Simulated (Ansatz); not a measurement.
Working through an atomisation energy of CHNO, SMILES N=C=O

With the Python package of Ansatz (0.2.0).

Run as a notebook:

In [1]:
```python
from collections import Counter

import ansatz as az


def single_point(molecule, charge=0, unpaired=0):
    calc = molecule.calculation().basis(gaussian="aug-cc-pVDZ").correlation("ccsd_t")
    if charge:
        calc = calc.charge(charge)
    if unpaired:
        calc = calc.spin("collinear", total=unpaired)
    report = calc.run(threads=1, backend="cpu").report
    if report["published_state_doubts"]:
        print("  doubts:", report["published_state_doubts"])
    return report["free_energy_ev"]
```

In [2]:
```python
molecule = (
    az.Crystal.molecule()
    .atom("N", (0.5064, -0.3499, -0.3509))
    .atom("C", (-0.4622, 0.1859, 0.0878))
    .atom("O", (-1.4978, 0.6291, 0.3387))
    .atom("H", (1.4536, -0.4651, -0.0757))
)
```

In [3]:
```python
unpaired = {"N": 3, "C": 2, "O": 2, "H": 1}
counts = Counter(site.symbol for site in molecule.cartesian_sites)
atom_energy = {s: single_point(az.Crystal.molecule().atom(s, (0, 0, 0)), 0, unpaired[s]) for s in counts}
whole = single_point(molecule, 0, 0)
for s, e in atom_energy.items():
    print(f"{s:2s} x{counts[s]}  {e:14.5f} eV")
print(f"CHNO: {whole:.5f} eV")
split = sum(counts[s] * e for s, e in atom_energy.items()) - whole
print(f"atomisation energy (no zero-point term): {split:.3f} eV, {split / sum(counts.values()):.3f} eV an atom")
```
```text
N  x1     -1482.66629 eV
C  x1     -1027.63434 eV
O  x1     -2038.83087 eV
H  x1       -13.58758 eV
CHNO: -4579.63917 eV
atomisation energy (no zero-point term): 16.920 eV, 4.230 eV an atom
```

16.920 eV from the electronic energies, without the zero-point term.

Total energies depend on the basis set; only differences at equal settings carry meaning. The geometry is a force-field or estimated start, not a minimum of this method, and the basis set is short of its limit. All parts are taken at fixed geometry, without zero-point energy. In double-zeta sets correlated atomisation energies come out some 10 to 15 % low. The whole script took 4.6 s on 1 thread of Arm Neoverse V1, with other jobs on the host, peak memory 0.29 GiB.

(Lines on the test bed's own set-up are left out of the output.)
